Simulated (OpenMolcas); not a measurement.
# Ag³⁺ with 6 ligands (hydroxide): CASSCF and CASPT2 levels and susceptibility

Which state of Ag³⁺ lies lowest among these ligands, how large is the field, and what χT follows?

The numbers are computed with OpenMolcas 26.06 (state-averaged CASSCF and CASPT2, spin-orbit coupling by RASSI with atomic mean-field integrals), except any that are marked as measured or tabulated.

## (1) What is computed

```
Species                           : Ag³⁺ (silver, Z = 47, 44 electrons)
Basis                             : ANO-RCC-VDZP [6s5p3d1f], 157 functions with the ligands
Scalar Hamiltonian                : DKH2, point nucleus
Inactive shells                   : 1s 2s 2p 3s 3p 3d 4s 4p of the metal, and all ligand shells
Active space                      : 8 electrons in 5 orbitals (4d)
Some configurations of this space : 4d⁸
Orbitals                          : optimised for each spin and parity, averaged over all roots
```

Outer shells as boxes (Hund's rule):

4d8
```
4d [↑↓][↑↓][↑↓][↑ ][↑ ]
```

Ag³⁺ is taken with 6 ligands (hydroxide) in octahedron coordination (S6) at 1.98 Å. A charge of +0.5 e stands 2.4 Å behind each ligand. Ligand basis ANO-RCC-VDZP. The distances are assumed, not relaxed.

```xyz
13

Ag    0.0000    0.0000    0.0000
O     1.9800    0.0000    0.0000
H     2.3899    0.8791    0.0000
O     0.0000    1.9800    0.0000
H     0.0000    2.3899    0.8791
O    -1.9800    0.0000    0.0000
H    -2.3899   -0.8791    0.0000
O     0.0000   -1.9800    0.0000
H     0.0000   -2.3899   -0.8791
O     0.0000    0.0000    1.9800
H     0.8791    0.0000    2.3899
O     0.0000    0.0000   -1.9800
H    -0.8791    0.0000   -2.3899
```

Each step is its own input file, run in one work folder so that later steps find the files of earlier ones. Labels, J, g values, rates, χT and fits are worked out afterwards by a script from the matrices that RASSI stores. The input lists half of the charges; inversion (Group=XYZ) makes the rest.

## (2) GATEWAY and SEWARD: basis and integrals

a.inp

```
&GATEWAY
Coord
13

Ag 0.0 0.0 0.0
O 1.980000 0.000000 0.000000
H 2.389940 0.879119 0.000000
O 0.000000 1.980000 0.000000
H 0.000000 2.389940 0.879119
O -1.980000 0.000000 0.000000
H -2.389940 -0.879119 0.000000
O 0.000000 -1.980000 0.000000
H 0.000000 -2.389940 -0.879119
O 0.000000 0.000000 1.980000
H 0.879119 0.000000 2.389940
O 0.000000 0.000000 -1.980000
H -0.879119 0.000000 -2.389940
Basis=Ag.ANO-RCC-VDZP,H.ANO-RCC-VDZP,O.ANO-RCC-VDZP
Group=XYZ
NoMove
AngMom=0.0 0.0 0.0
AMFI
RICD
XField
3 Angstrom 0
4.980000 0.000000 0.000000 0.500000
0.000000 4.980000 0.000000 0.500000
0.000000 0.000000 4.980000 0.500000
&SEWARD
```

The run is started by

```bash
OMP_NUM_THREADS=1 MOLCAS_MEM=2457 MOLCAS_PROJECT=a pymolcas a.inp > a.log
```

## (3) CASSCF: triplets of even parity, 10 roots

a.inp

```
&RASSCF
FileOrb=start.orb
Symmetry=1
Spin=3
nActEl=8 0 0
Inactive=24 24
Ras2=5 0
CIRoot=10 10 1
SDav=10
CIMx=300
Iter=150 100
PrWF=0.3
OrbListing=Nothing
MaxOrb=0
LevShft=1.0
>>> COPY $Project.JobIph JOB001
```

start.orb holds start orbitals that the driver prepared beforehand, or those of the step before.

## (4) Reference wave functions, singlets of even parity, 15 roots

a.inp

```
&RASSCF
FileOrb=start.orb
Symmetry=1
Spin=1
nActEl=8 0 0
Inactive=24 24
Ras2=5 0
CIRoot=15 15 1
SDav=15
CIMx=300
Iter=150 100
PrWF=0.3
OrbListing=Nothing
MaxOrb=0
LevShft=1.0
>>> COPY $Project.JobIph JOB002
```

## (5) State interaction with spin-orbit coupling

a.inp

```
&RASSI
NrOfJobIphs=2 10 15
1 2 3 4 5 6 7 8 9 10
1 2 3 4 5 6 7 8 9 10 11 12 13 14 15
IphNames
JOB001
JOB002
EJob
SpinOrbit
DIPRint=1.0
SOCoupling=1000.0
Subsets=2
Property=9
'ANGMOM' 1 'ANGMOM' 2 'ANGMOM' 3 'MLTPL  1' 1 'MLTPL  1' 2 'MLTPL  1' 3
'AMFI' 1 'AMFI' 2 'AMFI' 3
SOProperty=3
'ANGMOM' 1 'ANGMOM' 2 'ANGMOM' 3
```

## (6) CASPT2: IPEA 0.25, imaginary shift 0.1 (closed shells correlated: 4s 4p of the metal, with ligand shells; the Frozen line counts the rest)

a.inp

```
>>> COPY JOB001 $Project.JobIph
&CASPT2
Multistate=10 1 2 3 4 5 6 7 8 9 10
NoMult
Frozen=11 9
IPEA=0.25
Imaginary=0.1
MaxIter=60
WThr=0.0 0.3 0.05
PrWF=0.5
NoMix
>>> COPY JOB002 $Project.JobIph
&CASPT2
Multistate=15 1 2 3 4 5 6 7 8 9 10 11 12 13 14 15
NoMult
Frozen=11 9
IPEA=0.25
Imaginary=0.1
MaxIter=60
WThr=0.0 0.3 0.05
PrWF=0.5
NoMix
```

(Steps that only read results are left out.)

What does the calculation give? Wanted: spin-free ground state; first state of the same spin within the active space; lowest level; next level.

The runs gave:

| quantity | value |
| --- | --- |
| method | SS-CASPT2, IPEA 0.25, imaginary shift 0.1 (closed shells correlated: 4s 4p of the metal, with ligand shells; the Frozen line counts the rest) |
| spin-free ground state | triplet, 1-fold in its orbital part |
| first state of the same spin within the active space | triplet at 27700 cm⁻¹ |
| lowest level | 1-fold |
| next level | 3.5 cm⁻¹ |
| χT at 300 K | 1.15 cm³ K/mol |
| effective moment at 300 K | 3.03 μB |

Cost by method:

```tsv
method	time of its own steps	time with the reference
A. CASSCF	27 s	27 s
B. SS-CASPT2, IPEA 0.25, imaginary shift 0.1, +4s 4p	1.7 min	2.2 min
```

Times are of one thread on a shared host.

The spin-free ground state (triplet) is 1-fold and keeps the highest spin of the shell. χT at 300 K is 1.15, against 1.00 cm³ K/mol for the spin alone, so orbital moment adds to it. CASPT2 does not keep the components of a term degenerate, and the means are used.
